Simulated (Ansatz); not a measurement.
# GaH3O (built from SMILES [OH][GaH2]): functionals against CCSD(T) at one geometry

One table from this session's results is given with a row withheld; the runs are named, their logs left out.

Program: Ansatz 0.2.0, Gaussian basis. Level of theory: single points in def2-TZVPP. These are calculated values, not measurements.

Cores are frozen in the correlated methods. Filled d shells of the heavier atoms are correlated. B3LYP uses VWN-RPA correlation.

## Where the work starts

5 atoms, charge 0, spin multiplicity 1.

Atoms are counted from 1 here; the program's logs count them from 0.

Bond lengths: Ga1–O2 2.132 Å, Ga1–H4 1.938 Å, O2–H3 1.269 Å, O2–H5 0.981 Å. Angles: O2–Ga1–H4 161.8°, Ga1–O2–H3 66.6°, Ga1–O2–H5 179.2°, H3–O2–H5 113.2°.

Geometry (Å):

```xyz
5
charge 0, multiplicity 1
Ga   -0.7793    0.4430    0.4393
O     0.9800   -0.5050   -0.3026
H     0.0465   -0.4317   -1.1597
H    -2.0139    1.3810    1.6016
H     1.7831   -0.9531   -0.6433
```

The first run:

The input, run/in.yaml:

```yaml
crystal:
  periodic: [false, false, false]
  atoms:
    - {symbol: Ga, position_ang: [-0.779300, 0.443000, 0.439300]}
    - {symbol: O, position_ang: [0.980000, -0.505000, -0.302600]}
    - {symbol: H, position_ang: [0.046500, -0.431700, -1.159700]}
    - {symbol: H, position_ang: [-2.013900, 1.381000, 1.601600]}
    - {symbol: H, position_ang: [1.783100, -0.953100, -0.643300]}
basis:
  gaussian: {orbitals: def2-TZVPP}
correlation: {method: ccsd_t}
output: {forces: true}
```

No record of the launch command was kept for these runs.

Steps of the session up to this table: CCSD(T)/def2-TZVPP; PBE0-D4/def2-TZVPP; wB97M-V/def2-TZVPP; r2SCAN-D4/def2-TZVPP; PBE-D4/def2-TZVPP; B3LYP-D4/def2-TZVPP; revPBE-D4/def2-TZVPP.

One of the session's tables, all rows but one given; the rest of the session is left out.

```
   method  RMS force component (eV/Å)  angle to CCSD(T) forces (°)  dipole (D)
  CCSD(T)                       1.437                    reference        2.93
  PBE0-D4                           ?                            ?           ?
  wB97M-V                       1.545                          2.2        3.25
r2SCAN-D4                       1.278                          5.3        2.87
   PBE-D4                       1.199                          8.5        2.70
 B3LYP-D4                       1.373                          3.7        2.95
revPBE-D4                       1.160                          9.6        2.72
```

**Question.** Estimate the row for PBE0-D4.

**Answer.** RMS force component (eV/Å): 1.423; angle to CCSD(T) forces (°): 2.6; dipole (D): 2.92. In the column «RMS force component (eV/Å)» it lies between B3LYP-D4 (1.373) and CCSD(T) (1.437).
